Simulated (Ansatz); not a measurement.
# BFH₄OSi: taking an electron away

How much energy removes an electron from BFH₄OSi at fixed geometry? The cation is run at each level and the neutral's energy taken from earlier runs.

Computed with Ansatz 0.2.0, Gaussian basis. Level: unrestricted cation, the program's frozen cores in correlated methods.

Plan: UKS PBE-D4/def2-TZVPP; UKS r2SCAN-D4/def2-TZVPP; UKS PBE0-D4/def2-TZVPP; UKS B3LYP-D4/def2-TZVPP; UKS wB97X-V/def2-TZVPP; UKS wB97M-V/def2-TZVPP; UKS B2PLYP/def2-TZVPP; UHF-CCSD(T)/def2-TZVPP; UHF-CCSD(T)/def2-QZVPP; extrapolation to the limit; then −ε(HOMO) from the neutral's earlier runs with LDA (SPW92), PBE-D4, revPBE-D4, BLYP-D4, r2SCAN-D4, B97M-V, PBE0-D4, B3LYP-D4, r2SCANh-D4, r2SCAN0-D4, HSE06-D4, BHLYP-D4, CAM-B3LYP-D4, LC-ωPBE, ωB97X-V, ωB97M-V.

### 1 The relaxed structure

An earlier PBE0-D4 in a triple-zeta def2 set relaxation fixed the geometry.

SMILES `FBO[SiH3]`, 8 atoms, charge 0, spin multiplicity 1.

Atoms are counted from 1 here; the program's logs count them from 0.

Bond lengths: F1–B2 1.324 Å, B2–O3 1.342 Å, B2–H5 1.198 Å, O3–Si4 1.655 Å, Si4–H6 1.481 Å, Si4–H7 1.485 Å, Si4–H8 1.481 Å. Angles: F1–B2–O3 118.3°, F1–B2–H5 118.6°, O3–B2–H5 123.1°, B2–O3–Si4 134.0°, O3–Si4–H6 108.0°, O3–Si4–H7 110.1°, O3–Si4–H8 108.0°, H6–Si4–H7 110.3°, H6–Si4–H8 110.2°, H7–Si4–H8 110.3°.

As a file:

```
F    -1.5994   -1.6992    1.4261
B    -0.6854   -0.7876    1.1330
O    -0.4875   -0.4771   -0.1576
Si    0.5210    0.5728   -0.9454
H    -0.0753   -0.2785    2.0298
H    -0.3171    1.5310   -1.7024
H     1.3707    1.2957    0.0346
H     1.3650   -0.2143   -1.8737
```

### 2 Cation, UKS PBE-D4/def2-TZVPP

The input, in.yaml:

```yaml
crystal:
  periodic: [false, false, false]
  atoms:
    - {symbol: F, position_ang: [-1.599390, -1.699161, 1.426067]}
    - {symbol: B, position_ang: [-0.685357, -0.787650, 1.132975]}
    - {symbol: O, position_ang: [-0.487466, -0.477079, -0.157613]}
    - {symbol: Si, position_ang: [0.521000, 0.572777, -0.945448]}
    - {symbol: H, position_ang: [-0.075329, -0.278522, 2.029773]}
    - {symbol: H, position_ang: [-0.317111, 1.531029, -1.702391]}
    - {symbol: H, position_ang: [1.370707, 1.295658, 0.034572]}
    - {symbol: H, position_ang: [1.365045, -0.214251, -1.873734]}
basis:
  gaussian: {orbitals: def2-TZVPP}
total_charge: 1
magnetization: {spin_polarized: true, initial_magnetization: 1}
hamiltonian: {xc: pbe, dispersion: d4}
```

Launch:

```bash
ansatz run in.yaml --threads 2 --pin off --events-out ev --progress --plain --max-ram 32768MiB --backend cpu
```

The runs that follow: Cation, UKS r2SCAN-D4/def2-TZVPP; Cation, UKS PBE0-D4/def2-TZVPP; Cation, UKS B3LYP-D4/def2-TZVPP; Cation, UKS wB97X-V/def2-TZVPP; Cation, UKS wB97M-V/def2-TZVPP; Cation, UKS B2PLYP (frozen core)/def2-TZVPP; Cation, UHF-CCSD(T)/def2-TZVPP; Cation, UHF-CCSD(T)/def2-QZVPP.

Q: Predict the results of all the runs planned. Wanted: ionisation energy, CCSD(T)/CBS; nearest functional by difference; nearest −ε(HOMO); −ε(HOMO) of PBE; T1 of the cation.

The runs gave:

| quantity | value |
| --- | --- |
| ionisation energy, CCSD(T)/CBS | 12.36 eV |
| nearest functional by difference | ωB97X-V (-0.33 eV) |
| nearest −ε(HOMO) | LC-ωPBE (-0.10 eV) |
| −ε(HOMO) of PBE | 7.92 eV |
| T1 of the cation | 0.060 |

**Reading.** By cation minus neutral, the functionals miss by 1.21 eV at most. −ε(HOMO) of PBE misses by 4.4 eV, since self-interaction lifts the level. Among orbital estimates LC-ωPBE comes nearest. Hartree-Fock falls 0.92 eV short, as the neutral has more correlation energy than the cation. The cation's T1 (from the report) is 0.060, above the customary mark of 0.045 for open shells, so the coupled-cluster value is less safe.
